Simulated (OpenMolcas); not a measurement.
# CH3BN2 (SMILES NB1C=N1) at RI-MP2/aug-cc-pVDZ (RICD fitting)

What is the energy difference between two shapes of CH3BN2 at RI-MP2/aug-cc-pVDZ (RICD fitting)? 

The calculation is run with OpenMolcas 26.06.

5 further runs of the same task are left out: 1 that didn't finish, 4 set aside as unsound or not needed.

### 1 The system as given

CH3BN2: 7 atoms, total charge 0, spin state singlet. As SMILES, `NB1C=N1`. The coordinates come from a GFN2-xTB relaxation.

Bond lengths: N1–B2 1.376 Å, B2–C3 1.465 Å, B2–N4 1.463 Å, C3–N4 1.299 Å, N1–H5 1.005 Å, N1–H6 1.005 Å, C3–H7 1.072 Å. Angles: N1–B2–C3 159.4°, N1–B2–N4 147.9°, C3–B2–N4 52.7°, B2–C3–N4 63.6°, B2–N4–C3 63.7°, B2–N1–H5 122.8°, B2–N1–H6 123.8°, B2–C3–H7 165.6°, N4–C3–H7 130.8°, H5–N1–H6 113.4°.

### 2 A single-point energy at RI-MP2/aug-cc-pVDZ (RICD fitting)

run.input reads:

```
&gateway
 coord
 7
 angstrom
 N       -0.743350       1.095200       0.114930
 B       -0.059750      -0.081900      -0.087530
 C        0.988300      -1.097550       0.037830
 N        0.001630      -1.380230      -0.758700
 H       -1.620320       1.299330      -0.332580
 H       -0.428410       1.826820       0.728180
 H        1.861900      -1.661680       0.297870
 basis=aug-cc-pVDZ
 group=NoSym
 ricd
 acd

&seward

&scf
 prorbitals=1

&mbpt2
 frozen=4
```

On the command line:

```console
export MOLCAS_MEM=1860
pymolcas run.input > run.log
```

The log of the run, shortened:

```text
--- Start Module: gateway ---
[...]
--- Stop Module: gateway /rc=_RC_ALL_IS_WELL_ ---
[...]
      Basis functions          119
[...]
--- Start Module: scf ---
[...]
       Convergence after  12 Iterations
[...]
::    Total SCF energy                               -173.2255305650
[...]
      Total spin, S                                     0.0000000000
[...]
      Total electronic charge=   28.000000
      Total            charge=   -0.000000
[...]
      Dipole Moment (debye):
      Origin of the operator (angstrom)=    0.0116   -0.3070   -0.1633
                   X=  3.2336E-01               Y=  2.3511E+00               Z=  1.5251E+00           Total=  2.8210E+00
      Quadrupole Moment (debye*angstrom):
[...]
--- Stop Module: scf /rc=_RC_ALL_IS_WELL_ ---
[...]
--- Start Module: mbpt2 ---
[...]
WARNING!
Default frozen orbitals as non valence orbitals is overwritten by user input.
Default values:   4
[...]
       Reference weight ( Cref**2 )         =        0.83982
::    Total MBPT2 energy                             -173.7711458613
[...]
--- Stop Module: mbpt2 /rc=_RC_ALL_IS_WELL_ ---
[...]
```

Wall time 4.5 s (1 thread of Arm Neoverse V2, shared host).

### 3 The distorted shape

run.input reads:

```
&GATEWAY
 COORD
 7
 angstrom
 N       -0.814257       1.121159       0.088787
 B       -0.017702      -0.219227      -0.148743
 C        1.018099      -1.108121       0.025841
 N       -0.010086      -1.398742      -0.914149
 H       -1.667657       1.241591      -0.367499
 H       -0.403939       1.836282       0.744653
 H        1.829694      -1.613873       0.303857
 BASIS
 aug-cc-pVDZ
 GROUP
 NoSym
 RICD
 ACD

&SEWARD

&SCF
 PRORBITALS
 1

&MBPT2
 FROZEN
 4
```

On the command line:

```console
export MOLCAS_MEM=1860
pymolcas run.input > run.log
```

The log of the run, shortened:

```text
--- Start Module: gateway ---
[...]
--- Stop Module: gateway /rc=_RC_ALL_IS_WELL_ ---
[...]
      Basis functions          119
[...]
--- Start Module: scf ---
[...]
       Convergence after  13 Iterations
[...]
::    Total SCF energy                               -173.1755399731
[...]
      Total spin, S                                     0.0000000000
[...]
      Total electronic charge=   28.000000
      Total            charge=   -0.000000
[...]
      Dipole Moment (debye):
      Origin of the operator (angstrom)=    0.0044   -0.3354   -0.2257
                   X=  1.2308E+00               Y=  1.0254E+00               Z=  1.6007E+00           Total=  2.2647E+00
      Quadrupole Moment (debye*angstrom):
[...]
--- Stop Module: scf /rc=_RC_ALL_IS_WELL_ ---
[...]
--- Start Module: mbpt2 ---
[...]
WARNING!
Default frozen orbitals as non valence orbitals is overwritten by user input.
Default values:   4
[...]
       Reference weight ( Cref**2 )         =        0.83245
::    Total MBPT2 energy                             -173.7298275652
[...]
--- Stop Module: mbpt2 /rc=_RC_ALL_IS_WELL_ ---
[...]
```

Run time: 4.5 s. Hardware: 1 thread of Arm Neoverse V2, shared host.

### 4 What came out

Level: RI-MP2/aug-cc-pVDZ (RICD fitting), 4 core orbitals frozen.

| quantity | value |
| --- | --- |
| first shape: total energy | -173.77115 Eh |
| first shape: dipole moment (mean-field density) | 2.82 D |
| first shape: HOMO energy (Hartree–Fock orbitals) | -10.12 eV |
| first shape: LUMO energy (Hartree–Fock orbitals) | 0.87 eV |
| first shape: HOMO–LUMO gap (Hartree–Fock orbitals) | 10.99 eV |
| first shape: correlation energy (4 core orbitals frozen) | -545.6 mEh |
| distorted shape: total energy | -173.72983 Eh |
| distorted shape: dipole moment (mean-field density) | 2.26 D |
| distorted shape: HOMO energy (Hartree–Fock orbitals) | -10.68 eV |
| distorted shape: LUMO energy (Hartree–Fock orbitals) | 0.90 eV |
| distorted shape: HOMO–LUMO gap (Hartree–Fock orbitals) | 11.58 eV |
| distorted shape: correlation energy (4 core orbitals frozen) | -554.3 mEh |
| energy change with the atoms displaced | 1.124 eV |

In words: With the atoms displaced the energy rises by 1.12 eV (26 kcal/mol). The first shape isn't relaxed at this level, so the change isn't measured from a minimum.
